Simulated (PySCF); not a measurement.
# A diatomic session: CsLi+

One table from this session's results is given with a row withheld; the runs are named, their logs left out.

Program: PySCF 2.14.0. Level of theory: Cs def2-TZVP with ECP46, Li def2-TZVP, scalar-relativistic core potentials. These are calculated values, not measurements.

Set-up of the first run:

Settings of the job:

```json
{
  "atoms": "Cs, Li",
  "charge": "1",
  "basis": "Cs def2-TZVP with ECP46, Li def2-TZVP",
  "Hamiltonian": "scalar-relativistic core potentials",
  "basis functions": "43",
  "electrons treated": "11",
  "masses in u": "132.9054, 7.0160",
  "levels": "PBE0, PBE, r²SCAN, BHandHLYP, M06-L, PW91, CAM-B3LYP, HF, MP2, SCS-MP2, CCSD, CCSD(T)",
  "grid": "80 radial by 434 angular points",
  "occupations": "held fixed by the projection of orbital angular momentum",
  "dissociation limit": "Cs+ + Li, each in its ground configuration",
  "starting distance in angstrom": "3.590",
  "values of 2S to try": "1, 3"
}
```

Started as:

```bash
$ OMP_NUM_THREADS=1 python dia.py task.json out
```

Among the steps run: Input; The PBE0 curve of the state that the search chose; PBE (GGA); r²SCAN (meta-GGA); BHandHLYP (global hybrid GGA); M06-L (meta-GGA); PW91; CAM-B3LYP; UHF (mean field); Correlated methods on the Hartree–Fock reference.

One table of the session follows, with a row left open; its other results are not shown here.

Energy (eV) from each level's lowest point:

```
R (Å)    UHF  UHF-MP2  UHF-SCS-MP2  UHF-CCSD  UHF-CCSD(T)
3.718  0.161    0.122        0.129       n/a          n/a
3.891  0.091    0.063        0.068     0.063        0.062
4.064  0.045    0.026        0.030     0.026        0.026
4.193  0.022    0.010        0.012     0.010        0.010
4.323  0.008    0.002        0.003     0.002        0.002
4.453      ?        ?            ?         ?            ?
4.626  0.000    0.005        0.004     0.005        0.006
4.842  0.008    0.021        0.018     0.021        0.021
5.101  0.028    0.047        0.043     0.047        0.048
5.447  0.061    0.088        0.082       n/a          n/a
```

Q: Estimate the row for R (Å) = 4.453 from the others.

Worked estimate for «UHF». A straight line through the neighbours (4.323, 0.008) and (4.626, 0.000) gives 0.008 + (0.000 − 0.008) × (4.453 − 4.323) / (4.626 − 4.323) = 0.005; a parabola fitted to 4 rows on both sides gives 0.002.

**Answer.** UHF: 0.001; UHF-MP2: 0.000; UHF-SCS-MP2: 0.000; UHF-CCSD: 0.000; UHF-CCSD(T): 0.000. In «UHF» the line misses by +0.004 and the parabola by +0.001.
